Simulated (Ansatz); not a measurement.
# SnSe: the cost of one run

Program: Ansatz 0.2.0. Level of theory: DFT LDA, scalar-relativistic, plane waves, PAW. These are calculated values, not measurements.

### Step 1. The system as given

It takes space group P4/nmm (No. 129, tetragonal). The conventional cell has a = 4.285 Å, b = 4.285 Å, c = 10.991 Å, α = 90.00°, β = 90.00°, γ = 90.00°. Sn (site symmetry 4mm) has 5 Se at 2.68 to 3.03 Å as nearest neighbours. Around Se (site symmetry 4mm) lie 5 Sn at 2.68 to 3.03 Å.

As a file:

```
Sn Se
1.0
     4.28533    0.00000    0.00000
     0.00000    4.28533    0.00000
     0.00000    0.00000   10.99069
Sn Se
2 2
Direct
  0.50000 0.00000 0.37223
  0.00000 0.50000 0.62777
  0.50000 0.00000 0.61604
  0.00000 0.50000 0.38396
```

It goes back to an entry of the Materials Project, which need not be the stable form.

No relaxation comes first: the listed cell is the starting point.

### Step 2. Zero of energy

The reference gives a free energy of -22526.7327 eV, pressure -1.41 GPa, largest force 0.244 eV/Å and gap on the mesh 1.47 eV. It was computed beforehand with the settings of the runs below.

### Step 3. Next: a strain scan

The cell is strained by ε times the Voigt pattern (1, 1, 0, 0, 0, 0) (xx, yy, zz, yz, xz, xy; engineering shear), with fractional coordinates fixed (clamped ions). The stress on the pattern is the sum of the stress components weighted by it, tension positive.

### Step 4. Point ε = -0.0200

File input.yaml:

```yaml
crystal:
  lattice:
    - [4.1996208707, 0.0, 0.0]
    - [0.0, 4.1996208707, 0.0]
    - [0.0, 0.0, 10.99069213]
  atoms:
    - { symbol: Sn, position: [0.5, 0.0, 0.37222911] }
    - { symbol: Sn, position: [0.0, 0.5, 0.62777089] }
    - { symbol: Se, position: [0.5, 0.0, 0.61603949] }
    - { symbol: Se, position: [0.0, 0.5, 0.38396051] }
basis:
  ecutwfc: 420
kpoints:
  mp_grid: { grid: [6, 6, 4] }
hamiltonian:
  xc: lda
scf:
  occupations: { method: gaussian, width: 0.05 }
output:
  forces: true
  stress: true
  eigenvalues: true
  write_density: true
  write_potential: true
  elf: true
  volumetric_format: npy
```

Launch:

```bash
> ansatz run input.yaml --threads 1 --pin off --max-ram 2560MiB --backend cpu --events-out ev --progress --plain --runs-dir out
```

What time and memory should one allow on 1 thread of Intel Xeon at 2.50GHz (Skylake/Cascade Lake), shared host?

About 40 s, with a peak of 0.49 GiB.
